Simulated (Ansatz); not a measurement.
# CH₆AlBSi: up Jacob's ladder to CCSD(T)

Aim: compute CH₆AlBSi with functionals from several rungs and with coupled cluster. The yardstick is the atomisation energy at the CCSD(T) limit.

Program: Ansatz 0.2.0, Gaussian basis. Level of theory: functionals in def2-TZVPP, the program's frozen cores in correlated methods. These are calculated values, not measurements.

The runs, in order: LDA (SPW92), PBE-D4, revPBE-D4, BLYP-D4, r2SCAN-D4, B97M-V, PBE0-D4, B3LYP-D4, r2SCANh-D4, r2SCAN0-D4, HSE06-D4, BHLYP-D4, CAM-B3LYP-D4, LC-ωPBE, ωB97X-V, ωB97M-V, B2PLYP, PBE-QIDH; CCSD(T)/def2-SVP; CCSD(T)/def2-TZVPP; MP2/def2-QZVPP; extrapolation to the limit; RPA on PBE.

### 1 The geometry

The geometry comes from an earlier relaxation with PBE0-D4 in a triple-zeta def2 set; it is a stationary point, not always the lowest conformer.

SMILES `[BH]1C[SiH2][AlH]1`, 10 atoms, charge 0, spin multiplicity 1.

Atoms are counted from 1 here; the program's logs count them from 0.

Bond lengths: B1–C2 1.533 Å, B1–Al4 1.976 Å, B1–H5 1.231 Å, C2–Si3 1.936 Å, C2–H6 1.088 Å, C2–H7 1.087 Å, Si3–Al4 2.522 Å, Si3–H8 1.488 Å, Si3–H9 1.483 Å, Al4–H10 1.577 Å. Angles: C2–B1–Al4 129.8°, C2–B1–H5 117.2°, Al4–B1–H5 88.9°, B1–C2–Si3 76.8°, B1–C2–H6 118.7°, B1–C2–H7 120.0°, Si3–C2–H6 113.0°, Si3–C2–H7 109.9°, H6–C2–H7 112.6°, C2–Si3–Al4 90.2°, C2–Si3–H8 107.3°, C2–Si3–H9 113.2°, Al4–Si3–H8 101.7°, Al4–Si3–H9 129.3°, H8–Si3–H9 112.0°, B1–Al4–Si3 56.3°, B1–Al4–H10 158.4°, Si3–Al4–H10 138.9°.

Coordinates:

```
B     0.4221    1.0418    0.1326
C     0.8203   -0.0483    1.1341
Si   -0.4438   -0.9490   -0.0221
Al   -0.1860    0.8786   -1.7403
H    -0.5942    1.6907    0.3803
H     0.4725    0.0338    2.1618
H     1.7945   -0.5245    1.0592
H     0.2768   -2.0783   -0.6704
H    -1.6634   -1.4047    0.6888
H    -0.8158    1.3086   -3.1210
```

### 2 LDA

This LDA is Slater exchange with PW92 correlation.

Contents of in.yaml:

```yaml
crystal:
  periodic: [false, false, false]
  atoms:
    - {symbol: B, position_ang: [0.422100, 1.041840, 0.132568]}
    - {symbol: C, position_ang: [0.820344, -0.048254, 1.134099]}
    - {symbol: Si, position_ang: [-0.443790, -0.949034, -0.022086]}
    - {symbol: Al, position_ang: [-0.186038, 0.878587, -1.740346]}
    - {symbol: H, position_ang: [-0.594170, 1.690700, 0.380315]}
    - {symbol: H, position_ang: [0.472522, 0.033820, 2.161836]}
    - {symbol: H, position_ang: [1.794509, -0.524548, 1.059178]}
    - {symbol: H, position_ang: [0.276830, -2.078266, -0.670380]}
    - {symbol: H, position_ang: [-1.663401, -1.404660, 0.688841]}
    - {symbol: H, position_ang: [-0.815809, 1.308615, -3.121026]}
basis:
  gaussian: {orbitals: def2-TZVPP}
hamiltonian: {xc: lda}
output: {orbitals: {seedname: orbitals}}
```

Command:

```sh
$ ansatz run in.yaml --threads 2 --pin off --events-out ev --progress --plain --max-ram 4352MiB
```

After this run come: PBE-D4 (GGA); revPBE-D4 (GGA); BLYP-D4 (GGA); r2SCAN-D4 (meta-GGA); B97M-V (meta-GGA); PBE0-D4 (hybrid); B3LYP-D4 (hybrid); r2SCANh-D4 (hybrid); r2SCAN0-D4 (hybrid); HSE06-D4 (hybrid); BHLYP-D4 (hybrid); CAM-B3LYP-D4 (range-separated); LC-ωPBE (range-separated); ωB97X-V (range-separated); ωB97M-V (range-separated); B2PLYP (double hybrid); PBE-QIDH (double hybrid); CCSD(T) in def2-SVP; CCSD(T) in def2-TZVPP; MP2 in def2-QZVPP; RPA on PBE orbitals.

Q: Predict the results of all the runs planned. Wanted: atomisation energy, CCSD(T)/CBS; farthest beyond LDA; mean size of error, GGA; mean size of error, meta-GGA; mean size of error, hybrid; mean size of error, range-separated; mean size of error, double hybrid; gap, smallest and largest; T1 diagnostic.

The runs gave:

| quantity | value |
| --- | --- |
| atomisation energy, CCSD(T)/CBS | 3176.4 kJ/mol |
| functionals within 15.9 kJ/mol (0.5 %) | revPBE-D4, B3LYP-D4, CAM-B3LYP-D4, LC-ωPBE, PBE-QIDH |
| farthest beyond LDA | B97M-V (+71.7 kJ/mol) |
| mean size of error, GGA | 30.7 kJ/mol |
| mean size of error, meta-GGA | 60.5 kJ/mol |
| mean size of error, hybrid | 27.4 kJ/mol |
| mean size of error, range-separated | 11.0 kJ/mol |
| mean size of error, double hybrid | 22.4 kJ/mol |
| gap, smallest and largest | 2.70 eV (LDA (SPW92)), 8.82 eV (LC-ωPBE) |
| T1 diagnostic | 0.0168 |
| triples share of the correlation energy | 4.5 % |

In words: The LDA atomisation energy is off by 426.7 kJ/mol (13 %): it overbinds. PBE-D4 misses by +52.5 kJ/mol. Double hybrids carry the basis error of their MP2 part in triple zeta, and no dispersion term here, so their miss is partly the set-up's. Taken by rung, range-separated functionals do best (11.0 kJ/mol on average) and meta-GGA ones worst beyond LDA (60.5 kJ/mol). The reference freezes the cores and leaves out relativity and excitations past (T), so misses under about 15.9 kJ/mol can't be ranked. Hartree-Fock recovers 75 % of the binding; the rest is correlation. CCSD(T) in def2-SVP is off by -168.1 kJ/mol, so the small basis spoils what the method gains. The gap grows from 2.7 to 8.8 eV across the functionals, mostly with the share of exact exchange.
